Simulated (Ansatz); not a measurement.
I need a search for lower mean-field states of CH4SSe, SMILES SC[SeH]. Use Ansatz 0.2.0 through its Python package. Use (for the species named): Hartree-Fock, def2-SVP basis, multiplicity 1.

```xyz
7

S    -1.5551   -0.3470   -0.1322
C    -0.0506    0.1721    0.6604
Se    1.3635   -0.9752    0.0337
H    -1.0959    0.1403   -1.4156
H    -0.1551    0.0560    1.7418
H     0.1904    1.2487    0.4232
H     1.3641   -0.3630   -1.3570
```

`states_ch4sse.py`:
```python
# -*- coding: utf-8 -*-
import ansatz as az
import numpy as np

geometry_ang = [
    ("S", (-1.5551, -0.347, -0.1322)),
    ("C", (-0.0506, 0.1721, 0.6604)),
    ("Se", (1.3635, -0.9752, 0.0337)),
    ("H", (-1.0959, 0.1403, -1.4156)),
    ("H", (-0.1551, 0.056, 1.7418)),
    ("H", (0.1904, 1.2487, 0.4232)),
    ("H", (1.3641, -0.363, -1.357)),
]
molecule = az.Crystal.molecule()
for symbol, xyz in geometry_ang:
    molecule = molecule.atom(symbol, xyz)
symbols = [site.symbol for site in molecule.cartesian_sites]

start = np.array([site.position_ang for site in molecule.cartesian_sites])
for factor in [1.0, 1.3]:
    xyz = (start - start.mean(axis=0)) * factor
    scaled = az.Crystal.molecule()
    for symbol, place in zip(symbols, xyz):
        scaled = scaled.atom(symbol, place.tolist())
    job = (
        scaled.calculation()
        .basis(gaussian="def2-SVP")
        .functional("hf")
        .spin("collinear")
    )
    for search in ("off", "standard"):
        try:
            report = job.scf(lower_state_search=search).run(threads=1, backend="cpu").report
        except az.AnsatzError as error:
            print(f"x{factor} search {search}: {type(error).__name__}")
            continue
        state = report["mean_field"]["state"]
        print(f"all distances x{factor}, search {search:8s} E = {report['free_energy_ev']:.5f} eV  <S^2> = {abs(state['spin_squared']):.3f}  other states met: {len(report['mean_field']['others'])}")
```

Running `python states_ch4sse.py` prints:
```text
all distances x1.0, search off      E = -77201.02558 eV  <S^2> = 0.000  other states met: 0
all distances x1.0, search standard E = -77201.02558 eV  <S^2> = 0.000  other states met: 0
all distances x1.3, search off      E = -77192.14534 eV  <S^2> = 0.000  other states met: 0
all distances x1.3, search standard E = -77192.68950 eV  <S^2> = 1.422  other states met: 8
```

Total energies depend on the basis set; only differences at equal settings carry meaning. The count of other states can hold repeated and symmetry-equivalent ends of the search; scaling all distances is a test, and for more than two atoms no physical path. The structure is a rough, unrelaxed start. The expectation value of S² is noticeably off S(S+1) in at least one run, so that state is spin-contaminated. Hardware and time: 21 s on 1 thread of Arm Neoverse V1 (shared host), peak memory 0.31 GiB.
